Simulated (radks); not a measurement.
# Ionisation energy and size from Li to Ne

The task here is to estimate one member of a computed series from the others.

Program: radks (a radial shooting solver on a logarithmic mesh, Libxc functionals) version 1. Level of theory: scalar-relativistic Kohn-Sham, LDA (Slater exchange, Perdew-Wang correlation), spin-unpolarised, spherical densities, finite nucleus. These are calculated values, not measurements, unless marked.

## The system

- species: Li, Be, B, C, N, O, F, Ne
- runs: 16, each species and its next ion

Set-up of the first run:

The run's settings:

```text
Z 3
configuration [He] 2s1
relativity scalar-relativistic
functional lda,pw
spin unpolarised
nucleus finite rms 2.444 fm
c 137.035999084
```

Steps of the session up to this table: Li, [He] 2s1; Li⁺, [He]; Be, [He] 2s2; Be⁺, [He] 2s1; B, [He] 2s2 2p1; B⁺, [He] 2s2; C, [He] 2s2 2p2; C⁺, [He] 2s2 2p1; N, [He] 2s2 2p3; N⁺, [He] 2s2 2p2; O, [He] 2s2 2p4; O⁺, [He] 2s2 2p3; F, [He] 2s2 2p5; F⁺, [He] 2s2 2p4; Ne, [Ne]; Ne⁺, [He] 2s2 2p5.

One table of the session follows, with a row left open; its other results are not shown here.

```
species  Δ-SCF (eV)  −ε(HOMO) (eV)  its <r> (bohr)
     Li           ?              ?               ?
     Be       9.513          5.600            2.62
      B       8.321          3.715            2.29
      C      10.985          5.416            1.79
      N      13.731          7.239            1.48
      O      16.585          9.198            1.26
      F      19.558         11.295            1.10
     Ne      22.657         13.534           0.981
```

Q: Estimate the row for Li from the others.

The run gave: Δ-SCF (eV): 5.237; −ε(HOMO) (eV): 2.874; its <r> (bohr): 3.93. In the column «Δ-SCF (eV)» it is the lowest.

Spin polarisation and multiplet splitting are left out, so open shells lie too high by an amount that depends on their filling.
